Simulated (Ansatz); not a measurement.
# C2H7BSi: a ladder of functionals and wavefunction methods

One table from this session's results is given with a row withheld; the runs are named, their logs left out.

Method: functionals in def2-TZVPP, the program's frozen cores in correlated methods; program: Ansatz 0.2.0, Gaussian basis.

Levels to be run: LDA (SPW92), PBE-D4, revPBE-D4, BLYP-D4, r2SCAN-D4, B97M-V, PBE0-D4, B3LYP-D4, r2SCANh-D4, r2SCAN0-D4, HSE06-D4, BHLYP-D4, CAM-B3LYP-D4, LC-ωPBE, ωB97X-V, ωB97M-V, B2PLYP, PBE-QIDH; CCSD(T)/def2-SVP; CCSD(T)/def2-TZVPP; MP2/def2-QZVPP; extrapolation to the limit; RPA on PBE.

## The relaxed structure

All runs share one geometry, relaxed beforehand with PBE0-D4 in a triple-zeta def2 set.

SMILES `CC1B[SiH2]1`, 11 atoms, charge 0, spin multiplicity 1.

Atoms are counted from 1 here; the program's logs count them from 0.

Bond lengths: C1–C2 1.507 Å, C1–H5 1.095 Å, C1–H6 1.093 Å, C1–H7 1.090 Å, C2–B3 1.483 Å, C2–Si4 2.082 Å, C2–H8 1.096 Å, B3–Si4 1.895 Å, B3–H9 1.189 Å, Si4–H10 1.481 Å, Si4–H11 1.489 Å. Angles: C2–C1–H5 110.2°, C2–C1–H6 111.8°, C2–C1–H7 111.4°, H5–C1–H6 107.2°, H5–C1–H7 107.8°, H6–C1–H7 108.2°, C1–C2–B3 126.0°, C1–C2–Si4 140.8°, C1–C2–H8 112.1°, B3–C2–Si4 61.5°, B3–C2–H8 120.5°, Si4–C2–H8 82.7°, C2–B3–Si4 75.0°, C2–B3–H9 130.8°, Si4–B3–H9 135.9°, C2–Si4–B3 43.5°, C2–Si4–H10 100.8°, C2–Si4–H11 126.4° and more.

Geometry (Å):

```mol
C2H7BSi
  3D, bonds by distance, orders not assigned

 11 11  0  0  0  0  0  0  0  0999 V2000
   -0.0658    1.5714    0.0866 C   0  0
    0.4290    0.1601   -0.0977 C   0  0
    0.6355   -0.8381    0.9789 B   0  0
   -0.2827   -1.7745   -0.3888 Si  0  0
    0.7670    2.2778    0.0058 H   0  0
   -0.7998    1.8470   -0.6756 H   0  0
   -0.5252    1.7071    1.0662 H   0  0
    0.8599    0.0017   -1.0932 H   0  0
    0.5392   -0.7392    2.1596 H   0  0
    0.2045   -2.0446   -1.7607 H   0  0
   -1.6961   -2.2258   -0.2604 H   0  0
  1  2  8  0
  2  3  8  0
  3  4  8  0
  1  5  8  0
  1  6  8  0
  1  7  8  0
  2  8  8  0
  3  9  8  0
  4 10  8  0
  4 11  8  0
  2  4  8  0
M  END
```

Set-up of the first run:

File in.yaml:

```yaml
crystal:
  periodic: [false, false, false]
  atoms:
    - {symbol: C, position_ang: [-0.065807, 1.571412, 0.086566]}
    - {symbol: C, position_ang: [0.428965, 0.160085, -0.097709]}
    - {symbol: B, position_ang: [0.635508, -0.838100, 0.978857]}
    - {symbol: Si, position_ang: [-0.282709, -1.774505, -0.388772]}
    - {symbol: H, position_ang: [0.766983, 2.277784, 0.005782]}
    - {symbol: H, position_ang: [-0.799805, 1.847014, -0.675622]}
    - {symbol: H, position_ang: [-0.525220, 1.707063, 1.066167]}
    - {symbol: H, position_ang: [0.859881, 0.001693, -1.093213]}
    - {symbol: H, position_ang: [0.539163, -0.739179, 2.159632]}
    - {symbol: H, position_ang: [0.204486, -2.044556, -1.760726]}
    - {symbol: H, position_ang: [-1.696145, -2.225813, -0.260361]}
basis:
  gaussian: {orbitals: def2-TZVPP}
hamiltonian: {xc: lda}
output: {orbitals: {seedname: orbitals}}
```

Command:

```console
> ansatz run in.yaml --threads 2 --pin off --events-out ev --progress --plain --max-ram 4352MiB
```

Among the steps run: LDA; PBE-D4 (GGA); revPBE-D4 (GGA); BLYP-D4 (GGA); r2SCAN-D4 (meta-GGA); B97M-V (meta-GGA); B3LYP-D4 (hybrid); r2SCANh-D4 (hybrid); r2SCAN0-D4 (hybrid); HSE06-D4 (hybrid); BHLYP-D4 (hybrid); CAM-B3LYP-D4 (range-separated); LC-ωPBE (range-separated); ωB97X-V (range-separated); ωB97M-V (range-separated); B2PLYP (double hybrid); PBE-QIDH (double hybrid).

One table of the session follows, with a row left open; its other results are not shown here.

It belongs to the step «Frontier levels by functional». 

```
  functional  HOMO (eV)  gap (eV)
 LDA (SPW92)      -5.91      3.50
      PBE-D4      -5.79      3.57
   revPBE-D4      -5.74      3.60
     BLYP-D4      -5.62      3.58
   r2SCAN-D4      -5.95      3.97
      B97M-V      -5.99      3.99
     PBE0-D4      -6.76      5.44
    B3LYP-D4      -6.55      5.07
  r2SCANh-D4      -6.31      4.65
  r2SCAN0-D4      -6.86      5.68
    HSE06-D4      -6.37      4.67
    BHLYP-D4      -7.57      7.27
CAM-B3LYP-D4      -7.97      7.76
     LC-ωPBE      -9.26     10.13
     ωB97X-V      -8.93      9.73
     ωB97M-V          ?         ?
```

**Question.** Estimate the row for ωB97M-V.

As computed: HOMO (eV): -8.81; gap (eV): 9.40. In the column «HOMO (eV)» it lies between ωB97X-V (-8.93) and CAM-B3LYP-D4 (-7.97).
